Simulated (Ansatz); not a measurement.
**ClFH2OSeTi: up Jacob's ladder to CCSD(T)**

One table from this session's results is given with a row withheld; the runs are named, their logs left out.

Program: Ansatz 0.2.0, Gaussian basis. Level of theory: functionals in def2-TZVPP, the program's frozen cores in correlated methods. These are calculated values, not measurements.

Plan: PBE-D4, r2SCAN-D4, PBE0-D4, B3LYP-D4, ωB97X-V, ωB97M-V, B2PLYP; CCSD(T)/def2-TZVPP; MP2/def2-QZVPP; extrapolation to the limit.

### The geometry

All runs share one geometry, relaxed beforehand with PBE0-D4 in a triple-zeta def2 set.

SMILES `[OH][Ti]([F])([Cl])[SeH]`, 7 atoms, charge 0, spin multiplicity 1.

Atoms are counted from 1 here; the program's logs count them from 0.

Bond lengths: O1–Ti2 1.752 Å, O1–H6 0.958 Å, Ti2–F3 1.747 Å, Ti2–Cl4 2.195 Å, Ti2–Se5 2.412 Å, Se5–H7 1.473 Å. Angles: Ti2–O1–H6 145.3°, O1–Ti2–F3 113.1°, O1–Ti2–Cl4 111.6°, O1–Ti2–Se5 103.7°, F3–Ti2–Cl4 109.1°, F3–Ti2–Se5 108.8°, Cl4–Ti2–Se5 110.4°, Ti2–Se5–H7 89.4°.

Set-up of the first run:

Contents of in.yaml:

```yaml
crystal:
  periodic: [false, false, false]
  atoms:
    - {symbol: O, position_ang: [-0.541282, -1.657051, -0.176093]}
    - {symbol: Ti, position_ang: [-0.322420, 0.054551, 0.125394]}
    - {symbol: F, position_ang: [-0.249467, 0.447744, 1.825886]}
    - {symbol: Cl, position_ang: [-1.902009, 1.250027, -0.820085]}
    - {symbol: Se, position_ang: [1.815738, 0.541400, -0.879423]}
    - {symbol: H, position_ang: [-0.566248, -2.529461, 0.218750]}
    - {symbol: H, position_ang: [1.765698, 1.892791, -0.294420]}
basis:
  gaussian: {orbitals: def2-TZVPP}
hamiltonian: {xc: pbe, dispersion: d4}
output: {forces: true, orbitals: {seedname: orbitals}}
```

On the command line:

```sh
$ ansatz run in.yaml --threads 2 --pin off --events-out ev --progress --plain --max-ram 32768MiB --backend cpu
```

Among the steps run: PBE-D4 (GGA); r2SCAN-D4 (meta-GGA); PBE0-D4 (hybrid); B3LYP-D4 (hybrid); ωB97X-V (range-separated); ωB97M-V (range-separated); B2PLYP (double hybrid).

One table of the session follows, with a row left open; its other results are not shown here.

It belongs to the step «Frontier levels by functional». 

| functional | HOMO (eV) | LUMO (eV) | gap (eV) |
| --- | --- | --- | --- |
| PBE-D4 | -6.38 | -3.63 | 2.74 |
| r2SCAN-D4 | -6.66 | -3.61 | 3.06 |
| PBE0-D4 | -7.51 | -2.78 | 4.73 |
| B3LYP-D4 | ? | ? | ? |
| ωB97X-V | -9.71 | -0.67 | 9.04 |
| ωB97M-V | -9.58 | -0.66 | 8.92 |

Estimate the missing values for B3LYP-D4.

As computed: HOMO (eV): -7.28; LUMO (eV): -3.01; gap (eV): 4.26. In the column «HOMO (eV)» it lies between PBE0-D4 (-7.51) and r2SCAN-D4 (-6.66).
